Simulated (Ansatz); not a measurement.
**HfClF₃: how energies converge with the basis set**

An exercise on one series of results from a longer session: the logs are not shown, and one member is left open.

Program: Ansatz 0.2.0, Gaussian basis. Level of theory: one geometry, several basis sets. These are calculated values, not measurements.

The runs, in order: PBE0-D4/def2-SVP; ωB97M-V/def2-SVP; PBE0-D4/def2-QZVPP; ωB97M-V/def2-QZVPP; the functionals' def2-TZVPP values are taken from earlier runs.

## Structure used throughout

The geometry comes from an earlier relaxation with PBE0-D4 in a triple-zeta def2 set; it is a stationary point. Hf takes the def2 core potential; no spin-orbit term is included.

SMILES `[F][Hf]([F])([F])[Cl]`, 5 atoms, charge 0, spin multiplicity 1.

Atoms are counted from 1 here; the program's logs count them from 0.

Bond lengths: F1–Hf2 1.891 Å, Hf2–F3 1.891 Å, Hf2–F4 1.891 Å, Hf2–Cl5 2.339 Å. Angles: F1–Hf2–F3 108.8°, F1–Hf2–F4 108.8°, F1–Hf2–Cl5 110.1°, F3–Hf2–F4 108.8°, F3–Hf2–Cl5 110.1°, F4–Hf2–Cl5 110.1°.

Set-up of the first run:

The input, in.yaml:

```yaml
crystal:
  periodic: [false, false, false]
  atoms:
    - {symbol: F, position_ang: [-0.671888, -0.515514, 1.714542]}
    - {symbol: Hf, position_ang: [0.015857, -0.091310, 0.004723]}
    - {symbol: F, position_ang: [1.827954, -0.626510, -0.074747]}
    - {symbol: F, position_ang: [-0.961433, -1.048142, -1.301352]}
    - {symbol: Cl, position_ang: [-0.160490, 2.207877, -0.384566]}
basis:
  gaussian: {orbitals: def2-SVP}
hamiltonian: {xc: pbe0, dispersion: d4}
output: {orbitals: {seedname: orbitals}}
```

On the command line:

```sh
> ansatz run in.yaml --threads 4 --pin off --events-out ev --progress --plain --max-ram 10444MiB
```

Among the steps run: PBE0-D4 in def2-SVP; ωB97M-V in def2-SVP; PBE0-D4 in def2-QZVPP; ωB97M-V in def2-QZVPP.

One table of the session follows, with a row left open; its other results are not shown here.

It belongs to the step «Functionals by basis». 

| functional | basis | HOMO (eV) |
| --- | --- | --- |
| PBE0-D4 | def2-SVP | -9.97 |
| PBE0-D4 | def2-TZVPP | -10.03 |
| PBE0-D4 | def2-QZVPP | -10.04 |
| ωB97M-V | def2-SVP | -12.20 |
| ωB97M-V | def2-TZVPP | -12.30 |
| ωB97M-V | def2-QZVPP | ? |

Q: Estimate the row for ωB97M-V, def2-QZVPP from the others.

**Answer.** HOMO (eV): -12.33. In the column «HOMO (eV)» it is the lowest.
